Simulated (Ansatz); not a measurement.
# Molecular dynamics of W

input.yaml

```yaml
crystal:
  lattice:
    - [6.621398, 0.0, 0.0]
    - [0.0, 6.621398, 0.0]
    - [0.0, 0.0, 6.621398]
  atoms:
    - { symbol: W, position: [0.0, 0.0, 0.0] }
    - { symbol: W, position: [0.5, 0.0, 0.0] }
    - { symbol: W, position: [0.0, 0.5, 0.0] }
    - { symbol: W, position: [0.0, 0.0, 0.5] }
    - { symbol: W, position: [0.25, 0.25, 0.25] }
    - { symbol: W, position: [0.5, 0.5, 0.0] }
    - { symbol: W, position: [0.5, 0.0, 0.5] }
    - { symbol: W, position: [0.75, 0.25, 0.25] }
    - { symbol: W, position: [0.0, 0.5, 0.5] }
    - { symbol: W, position: [0.25, 0.75, 0.25] }
    - { symbol: W, position: [0.25, 0.25, 0.75] }
    - { symbol: W, position: [0.5, 0.5, 0.5] }
    - { symbol: W, position: [0.75, 0.75, 0.25] }
    - { symbol: W, position: [0.75, 0.25, 0.75] }
    - { symbol: W, position: [0.25, 0.75, 0.75] }
    - { symbol: W, position: [0.75, 0.75, 0.75] }
basis:
  ecutwfc: 420.0
kpoints:
  mp_grid: { grid: [3, 3, 3] }
hamiltonian:
  xc: pbe
scf:
  occupations: { method: fermi_dirac, width: 0.17 }
  lower_state_search: "off"
md:
  timestep: 4.5
  n_steps: 50
  ensemble: nvt_nose_hoover
  temperature: 2000.0
  initial_velocities: maxwell_boltzmann
  seed: 940074
  nose_hoover: { tau: 100.0, chain_length: 5 }
```

Command:

```bash
$ ansatz run input.yaml --threads 4 --pin off --max-ram 10240MiB --backend cpu --events-out ev --progress --plain --runs-dir out
```

It starts from a structure without forces on its atoms.

Output, in part (one step line in 2):

```
md step     0: t =     0.00 fs  T =  2000.0 K  F+E_penalty+E_count = -166154.56101960 eV  E_kin = 3.877800 eV  conserved = -166150.68321963 eV  (6 SCF iters)
md step     2: t =     9.00 fs  T =  1899.4 K  F+E_penalty+E_count = -166154.36498459 eV  E_kin = 3.682768 eV  conserved = -166150.68250504 eV  (6 SCF iters)
md step     4: t =    18.00 fs  T =  1622.0 K  F+E_penalty+E_count = -166153.82172457 eV  E_kin = 3.144830 eV  conserved = -166150.68063226 eV  (6 SCF iters)
md step     6: t =    27.00 fs  T =  1232.2 K  F+E_penalty+E_count = -166153.05191611 eV  E_kin = 2.389096 eV  conserved = -166150.67794877 eV  (4 SCF iters)
md step     8: t =    36.00 fs  T =   820.4 K  F+E_penalty+E_count = -166152.22974252 eV  E_kin = 1.590614 eV  conserved = -166150.67478657 eV  (3 SCF iters)
md step    10: t =    45.00 fs  T =   485.5 K  F+E_penalty+E_count = -166151.55273542 eV  E_kin = 0.941297 eV  conserved = -166150.67220942 eV  (6 SCF iters)
md step    12: t =    54.00 fs  T =   305.7 K  F+E_penalty+E_count = -166151.17866301 eV  E_kin = 0.592709 eV  conserved = -166150.67141869 eV  (3 SCF iters)
md step    14: t =    63.00 fs  T =   309.4 K  F+E_penalty+E_count = -166151.15920832 eV  E_kin = 0.599983 eV  conserved = -166150.67264014 eV  (3 SCF iters)
md step    16: t =    72.00 fs  T =   469.9 K  F+E_penalty+E_count = -166151.42569451 eV  E_kin = 0.911136 eV  conserved = -166150.67488173 eV  (3 SCF iters)
md step    18: t =    81.00 fs  T =   725.6 K  F+E_penalty+E_count = -166151.83825785 eV  E_kin = 1.406787 eV  conserved = -166150.67690476 eV  (3 SCF iters)
md step    20: t =    90.00 fs  T =  1006.4 K  F+E_penalty+E_count = -166152.25307131 eV  E_kin = 1.951305 eV  conserved = -166150.67805050 eV  (6 SCF iters)
md step    22: t =    99.00 fs  T =  1252.0 K  F+E_penalty+E_count = -166152.56559384 eV  E_kin = 2.427477 eV  conserved = -166150.67824709 eV  (4 SCF iters)
md step    24: t =   108.00 fs  T =  1423.0 K  F+E_penalty+E_count = -166152.72555247 eV  E_kin = 2.759111 eV  conserved = -166150.67766934 eV  (4 SCF iters)
md step    26: t =   117.00 fs  T =  1509.0 K  F+E_penalty+E_count = -166152.73517818 eV  E_kin = 2.925780 eV  conserved = -166150.67660771 eV  (3 SCF iters)
md step    28: t =   126.00 fs  T =  1526.5 K  F+E_penalty+E_count = -166152.63598932 eV  E_kin = 2.959643 eV  conserved = -166150.67539871 eV  (3 SCF iters)
md step    30: t =   135.00 fs  T =  1507.0 K  F+E_penalty+E_count = -166152.48709342 eV  E_kin = 2.921979 eV  conserved = -166150.67439394 eV  (7 SCF iters)
md step    32: t =   144.00 fs  T =  1482.1 K  F+E_penalty+E_count = -166152.34208349 eV  E_kin = 2.873608 eV  conserved = -166150.67380000 eV  (3 SCF iters)
md step    34: t =   153.00 fs  T =  1472.0 K  F+E_penalty+E_count = -166152.23291195 eV  E_kin = 2.853979 eV  conserved = -166150.67369597 eV  (4 SCF iters)
md step    36: t =   162.00 fs  T =  1481.8 K  F+E_penalty+E_count = -166152.16346226 eV  E_kin = 2.872974 eV  conserved = -166150.67394608 eV  (4 SCF iters)
md step    38: t =   171.00 fs  T =  1505.0 K  F+E_penalty+E_count = -166152.11710421 eV  E_kin = 2.918136 eV  conserved = -166150.67416120 eV  (3 SCF iters)
md step    40: t =   180.00 fs  T =  1534.4 K  F+E_penalty+E_count = -166152.07710784 eV  E_kin = 2.974976 eV  conserved = -166150.67407832 eV  (6 SCF iters)
md step    42: t =   189.00 fs  T =  1568.0 K  F+E_penalty+E_count = -166152.03962645 eV  E_kin = 3.040182 eV  conserved = -166150.67397192 eV  (3 SCF iters)
md step    44: t =   198.00 fs  T =  1603.0 K  F+E_penalty+E_count = -166151.99953636 eV  E_kin = 3.108144 eV  conserved = -166150.67438867 eV  (3 SCF iters)
md step    46: t =   207.00 fs  T =  1621.5 K  F+E_penalty+E_count = -166151.92307886 eV  E_kin = 3.144005 eV  conserved = -166150.67539516 eV  (4 SCF iters)
md step    48: t =   216.00 fs  T =  1589.2 K  F+E_penalty+E_count = -166151.74579797 eV  E_kin = 3.081203 eV  conserved = -166150.67625074 eV  (3 SCF iters)
md step    50: t =   225.00 fs  T =  1475.9 K  F+E_penalty+E_count = -166151.41316753 eV  E_kin = 2.861717 eV  conserved = -166150.67597959 eV  (6 SCF iters)
```

The run went to its last step. The conserved energy stayed within 0.74 meV per atom of its start (net change 0.45 meV per atom), so the integration is sound. The mean temperature of the second half is 24 % below the set value. A run of 0.23 ps of so small a system gives no equilibrium averages. Limits of this set-up: coarse k mesh.

Mean squared displacements from the first frame to the last, about the centre of mass: W 0.05 Å².

Last frame:

```xyz
16
Lattice="6.6214 0.0000 0.0000 0.0000 6.6214 0.0000 0.0000 0.0000 6.6214" Properties=species:S:1:pos:R:3
W 0.082 -0.117 0.332
W 3.231 0.105 -0.191
W 0.140 3.264 -0.181
W 0.097 0.057 3.408
W 1.507 1.731 1.527
W 3.451 3.507 0.154
W 3.488 0.108 3.118
W 4.900 1.739 1.704
W -0.148 3.121 3.298
W 1.545 5.053 1.746
W 1.770 1.579 4.774
W 3.351 3.305 3.407
W 4.868 5.100 1.711
W 4.944 1.453 4.986
W 1.615 4.889 4.938
W 4.889 4.834 5.000
```

The run took 10 min on 4 threads of Arm Neoverse V2, on a shared host, peak memory 1.6 GiB.
